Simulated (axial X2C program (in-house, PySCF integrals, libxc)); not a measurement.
**A two-component session on SbCd: properties at the nuclei**

Wanted for SbCd: properties at the nuclei, at the two-component level.

Computed with an in-house X2C program for linear molecules on PySCF integrals. Level: two-component X2C with atomic mean-field terms, Sb dyall-cv3z, Cd dyall-cv3z.

All values are calculated.

## Step 1: The job

task.json

```json
{
 "zs": [
  51,
  48
 ],
 "q": 0,
 "bas": [
  "dyall-cv3z",
  "dyall-cv3z"
 ],
 "r0": 2.76,
 "levels": [
  "PBE0",
  "HF",
  "PBE",
  "r2SCAN",
  "LDA"
 ],
 "nst": 3
}
```

Keys: zs atomic numbers; q charge; bas basis sets; r0 starting distance in Å; levels methods (HF also brings MP2); nst determinants followed.

Started as:

```
$ python soeom.py task.json out
```

After this run come: Expectation values, lowest determinant; Expectation values, a higher determinant; Expectation values, a higher determinant.

Before running it: what results should come out? Wanted: lowest determinant; Eeff magnitude; Ws magnitude Sb; A∥/gI Sb; qzz Sb; higher determinant (for each run or level that gives them).

The runs gave:

| quantity | value |
| --- | --- |
| lowest determinant | Ω = 3/2 (excess of +ω over −ω: ω = 3/2) |
| Eeff magnitude (GV/cm), PBE0 | 10.2 |
| Ws magnitude Sb (kHz), PBE0 | 1.03 |
| A∥/gI Sb (MHz), PBE0 | -387 |
| qzz Sb (a.u.), PBE0 | -1.29 |
| higher determinant | Ω = 1/2 (excess of +ω over −ω: 2 × ω = -1/2, ω = 3/2) |
| Eeff magnitude (GV/cm), PBE0, higher determinant | 11.8 |
| Ws magnitude Sb (kHz), PBE0, higher determinant | 3.8 |
| A∥/gI Sb (MHz), PBE0, higher determinant | -2420 |
| qzz Sb (a.u.), PBE0, higher determinant | -2.26 |
| higher determinant | Ω = 1/2 (excess of +ω over −ω: ω = 1/2) |
| Eeff magnitude (GV/cm), PBE0, higher determinant | 11.3 |
| Ws magnitude Sb (kHz), PBE0, higher determinant | 2.43 |
| A∥/gI Sb (MHz), PBE0, higher determinant | 202 |
| qzz Sb (a.u.), PBE0, higher determinant | -1.92 |

**Reading.** In the first state, the effective field runs from 6.64 to 17.1 GV/cm over the mean-field levels, so the levels don't agree on it. The expectation values come from single determinants, which for open shells can mix terms of unlike spin or miss the lowest Ω, so a determinant need not be a state. Eeff is the effective electric field on the electron dipole moment in this Ω state and Ws the scalar–pseudoscalar constant (defined with the proton number Z and per Ω); A∥ is the parallel hyperfine constant, which follows by multiplying with the nuclear g factor gI = μI/(I μN); qzz is the electric field gradient, eQq0 = 234.96 MHz × Q/barn × qzz; μ is positive if Cd is the positive end. The operators were transformed with the bare-nucleus X2C matrices.
